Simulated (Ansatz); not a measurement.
# CH5GaO (SMILES [CH3][GaH][OH]): one structure at several levels

An exercise on one series of results from a longer session: the logs are not shown, and one member is left open.

Program: Ansatz 0.2.0, Gaussian basis. Level of theory: single points in def2-TZVPP. These are calculated values, not measurements.

Cores are frozen in the correlated methods. Filled d shells of the heavier atoms are correlated.

### The starting structure

SMILES `[CH3][GaH][OH]`, 8 atoms, charge 0, spin multiplicity 1.

Atoms are counted from 1 here; the program's logs count them from 0.

Bond lengths: C1–Ga2 2.041 Å, C1–H4 1.057 Å, C1–H5 1.116 Å, C1–H6 1.068 Å, Ga2–O3 1.739 Å, Ga2–H7 1.576 Å, O3–H8 0.865 Å. Angles: Ga2–C1–H4 110.7°, Ga2–C1–H5 107.3°, Ga2–C1–H6 111.8°, H4–C1–H5 106.4°, H4–C1–H6 112.3°, H5–C1–H6 108.0°, C1–Ga2–O3 120.2°, C1–Ga2–H7 131.4°, O3–Ga2–H7 108.4°, Ga2–O3–H8 164.6°.

Coordinates:

```
C    -0.07620    1.10560   -0.70660
Ga   -0.20020   -0.83190   -0.07560
O     0.46150   -1.29320    1.46540
H     0.88900    1.31490   -1.08410
H    -0.21200    1.75570    0.19030
H    -0.84630    1.34460   -1.40740
H    -0.86760   -2.10010   -0.73040
H     0.88800   -1.31270    2.21820
```

The first run:

Input file run/in.yaml:

```yaml
crystal:
  periodic: [false, false, false]
  atoms:
    - {symbol: C, position_ang: [-0.076200, 1.105600, -0.706600]}
    - {symbol: Ga, position_ang: [-0.200200, -0.831900, -0.075600]}
    - {symbol: O, position_ang: [0.461500, -1.293200, 1.465400]}
    - {symbol: H, position_ang: [0.889000, 1.314900, -1.084100]}
    - {symbol: H, position_ang: [-0.212000, 1.755700, 0.190300]}
    - {symbol: H, position_ang: [-0.846300, 1.344600, -1.407400]}
    - {symbol: H, position_ang: [-0.867600, -2.100100, -0.730400]}
    - {symbol: H, position_ang: [0.888000, -1.312700, 2.218200]}
basis:
  gaussian: {orbitals: def2-TZVPP}
correlation: {method: ccsd_t}
output: {forces: true}
```

The command line of these runs was not kept.

Among the steps run: CCSD(T)/def2-TZVPP; PBE0-D4/def2-TZVPP; wB97M-V/def2-TZVPP; r2SCAN-D4/def2-TZVPP; PBE-D4/def2-TZVPP; HSE06-D4/def2-TZVPP; r2SCAN0-D4/def2-TZVPP.

One of the session's tables, all rows but one given; the rest of the session is left out.

```
    method  RMS force component (eV/Å)  angle to CCSD(T) forces (°)  dipole (D)
   CCSD(T)                       1.853                    reference        1.01
   PBE0-D4                       1.855                          1.0        1.06
   wB97M-V                       1.847                          1.7        1.04
 r2SCAN-D4                           ?                            ?           ?
    PBE-D4                       1.962                          3.5        1.04
  HSE06-D4                       1.856                          1.0        1.06
r2SCAN0-D4                       1.802                          2.7        1.08
```

**Question.** Estimate the row for r2SCAN-D4.

The run gave: RMS force component (eV/Å): 1.876; angle to CCSD(T) forces (°): 0.7; dipole (D): 1.07. In the column «RMS force component (eV/Å)» it lies between HSE06-D4 (1.856) and PBE-D4 (1.962).
